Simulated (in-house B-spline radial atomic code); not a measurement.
# Ti²⁺: ionisation energy by several methods

The task here is to estimate one member of a computed series from the others.

The numbers are computed with in-house B-spline radial atomic code version 1 (non-relativistic, several functionals, spin-polarised; spherical all-electron atom at the radial basis limit), except any that are marked as measured or tabulated.

## The atom as given

* element: titanium (Z = 22)
* charge: +2
* electrons: 20
* configuration: [Ar] 3d2
* nucleus: point

The outer shells:

[Ar] 3d2
```
[Ar] core
3d [↑ ][↑ ][  ][  ][  ]
```

Where spins are not typed, each open shell is filled with up spins first.

The first run:

Settings of the run:

```ini
Z = 22
electrons = 20.0
configuration = [Ar] 3d2
hamiltonian = nr
method = tpss,tpss
spin_polarised = True
```

Steps of the session up to this table: TPSS; SCAN; revTPSS; LDA (VWN5); AM05; PW91; BLYP; PBEsol.

One table of the session follows, with a row left open; its other results are not shown here.

| method | ΔSCF (eV) |
| --- | --- |
| LDA (VWN5) | 27.945 |
| AM05 | 27.679 |
| PW91 | 27.825 |
| BLYP | 27.671 |
| PBEsol | ? |
| TPSS | 27.526 |
| SCAN | 27.397 |
| revTPSS | 27.397 |

**Question.** Estimate the row for PBEsol.

As computed: ΔSCF (eV): 27.697. In the column «ΔSCF (eV)» it lies between AM05 (27.679) and PW91 (27.825).

Caveats from the session: Mean absolute error by rung (exchange-only levels left out): LDA 0.45 eV, GGA 0.23 eV, meta-GGA 0.07 eV. These runs lack relativity altogether, which can outweigh the gaps between the methods, so the nearest may be so by luck.
